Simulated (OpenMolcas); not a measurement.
# CHBrF− (SMILES F[CH-]Br): a first try and a second

Wanted: the energy of CHBrF−, CPF/Ahlrichs_VDZ (fermi aufbau 3, electric field -0.01 a.u., field axis z).

Program for the calculation: OpenMolcas 26.06.

## 1. The structure to begin with

The species is CHBrF− (4 atoms), typed as a singlet with charge -1. As SMILES, `F[CH-]Br`. The coordinates come from a GFN2-xTB relaxation.

Bond lengths: F1–C2 1.430 Å, C2–Br3 2.064 Å, C2–H4 1.125 Å. Angles: F1–C2–Br3 104.4°, F1–C2–H4 101.8°, Br3–C2–H4 99.7°.

## 2. First attempt

Contents of coord.xyz:

```xyz
4

F     -0.295210    -1.007570     0.862400
C      0.332130    -0.350030    -0.242080
Br    -1.077140     1.006110    -0.900600
H      1.040210     0.351480     0.280280
```

Contents of run.input:

```
* CHBrF CPF
>>> EXPORT MOLCAS_PRINT=2
&GATEWAY
COORD=coord.xyz
BASIS=Ahlrichs_VDZ
GROUP=NoSym
&SEWARD
&FFPT
DIPOLE
Z 0.01
&SCF
CHARGE=-1
PRORBITALS=1 1
XC=B3LYP
&MOTRA
FROZEN=11
&GUGA
ELECTRONS=30
SPIN=1
INACTIVE=15
ACTIVE=0
CIALL=1
&CPF
CPF
```

Started as:

```bash
export MOLCAS_MEM=1860
pymolcas run.input > run.log
```

What it wrote:

```text
--- Start Module: gateway ---

                                              &GATEWAY

                       available to each process: 1.9 GB of memory, 1 thread

++    Symmetry information:
      ---------------------

                    Character Table for C1

                             E
                    a        1  x, y, xy, Rz, z, xz, Ry, yz, Rx, I
--

++    Basis set information:
      ----------------------

      Basis set label: F.AHLRICHS_VDZ.........

      Electronic valence basis set:
      ------------------
      Associated Effective Charge   9.000000 au
      Associated Actual Charge      9.000000 au
      Nuclear Model: Point charge

      Shell  nPrim  nBasis  Cartesian Spherical Contaminant
         s       7       3        X
         p       4       2        X

      Basis set label: C.AHLRICHS_VDZ.........

[... 124 lines left out ...]
      Nuclear repulsion energy =  146.19752800
[... 1 line left out ...]
      The following tasks will be executed:
      -------------------------------------

      FFPT    DIPO    COMP    COMP0   Z= 0.010000

--- Stop Module: ffpt /rc=_RC_ALL_IS_WELL_ ---

--- Start Module: scf ---

                                                &SCF

                       available to each process: 1.9 GB of memory, 1 thread

 Unidentified key word:XC
 >>>>> Input file for module SCF  <<<<<
CHARGE
-1
PRORBITALS
1 1
 ******   Error  *******
XC

 ###############################################################################
 ###    ERROR: Error in FindErrorLine                                        ###
 ###############################################################################
--- Stop Module: scf /rc=_RC_INPUT_ERROR_ ---

.####################.
.# User input error #.
.####################.

    Timing: Wall=0.94 User=0.70 System=0.24
```

Run time: 1.1 s. Hardware: 1 thread of Arm Neoverse V2, shared host; peak memory 0.38 GiB.

## 3. Reading the log

The job stopped with an error part of the way.

The log says `Stop Module: scf /rc=_RC_INPUT_ERROR_`. The cause is that the input text is malformed or holds a word that the program doesn't know (`XC=B3LYP`).

## 4. Try two

coord.xyz is that of step 2.

Contents of run.input:

```
* CHBrF CPF

&GATEWAY
 Coord=coord.xyz
 Basis=Ahlrichs_VDZ
 Group=NoSym

&SEWARD

&FFPT
 Dipole
 Z 0.01

&SCF
 Charge=-1
 Fermi=3
 S-GEK
 PrOrbitals=1 1

&MOTRA
 Frozen=11

&GUGA
 Electrons=30
 Spin=1
 Inactive=15
 Active=0
 CIAll=1

&CPF
 CPF
```

Started as:

```bash
export MOLCAS_MEM=800
pymolcas run.input > run.log
```

What it wrote:

```text
--- Start Module: gateway ---

                                              &GATEWAY

                       available to each process: 800 MB of memory, 1 thread

++    Symmetry information:
      ---------------------

                    Character Table for C1

                             E
                    a        1  x, y, xy, Rz, z, xz, Ry, yz, Rx, I
--

++    Basis set information:
      ----------------------

      Basis set label: F.AHLRICHS_VDZ.........

      Electronic valence basis set:
      ------------------
      Associated Effective Charge   9.000000 au
      Associated Actual Charge      9.000000 au
      Nuclear Model: Point charge

      Shell  nPrim  nBasis  Cartesian Spherical Contaminant
         s       7       3        X
         p       4       2        X

      Basis set label: C.AHLRICHS_VDZ.........

[... 153 lines left out ...]
      Nuclear repulsion energy =  146.22434137
[... 44 lines left out ...]
                                   SCF        iterations: Energy and convergence statistics
[... 25 lines left out ...]
 *                                             SCF/KS-DFT Program, Final results                                             *
[... 60 lines left out ...]
      Dipole Moment (debye):
[... 38 lines left out ...]
      Nuclear repulsion energy =  146.22434137
[... 183 lines left out ...]
  ITER      TOTAL ENERGY          CORR ENERGY           DECREASE
[... 8 lines left out ...]
     FINAL CPF ENERGY        -2710.12541299
[... 23 lines left out ...]
      Title:  CPF natural orbitals
[... 52 lines left out ...]
      Total electronic charge=   52.000000

      Total            charge=   -1.000000
--

++    Molecular properties:
      ---------------------

      Dipole Moment (debye):
      Origin of the operator (angstrom)=   -0.7715    0.5086   -0.5167
                   X= -2.1641E+00               Y=  3.4025E+00               Z= -7.1256E-01           Total=  4.0949E+00
      Quadrupole Moment (debye*angstrom):
      Origin of the operator (angstrom)=   -0.7715    0.5086   -0.5167
                  XX= -3.6336E+01              XY=  4.4300E+00              XZ= -1.8901E-02              YY= -4.0041E+01
                  YZ=  2.5751E+00              ZZ= -3.6434E+01
      In traceless form (debye*angstrom)
                  XX=  1.9015E+00              XY=  6.6449E+00              XZ= -2.8351E-02              YY= -3.6553E+00
                  YZ=  3.8626E+00              ZZ=  1.7538E+00
--

--- Stop Module: cpf /rc=_RC_ALL_IS_WELL_ ---
--- Module cpf spent 1 second ---

.##################.
.# Happy landing! #.
.##################.

    Timing: Wall=3.03 User=2.60 System=0.42
```

Wall time 3.3 s (1 thread of Arm Neoverse V2, shared host).

## 5. Summary of results

Level: CPF/Ahlrichs_VDZ (fermi aufbau 3, electric field -0.01 a.u., field axis z).

```
                                    quantity           value
                                total energy  -2710.12541 Eh
       HOMO–LUMO gap (Hartree–Fock orbitals)        12.47 eV
correlation energy (11 core orbitals frozen)      -372.4 mEh
```

In words: Mulliken charges of the mean-field density run from -0.54 on F1 to +0.02 on H4; they depend strongly on the basis.
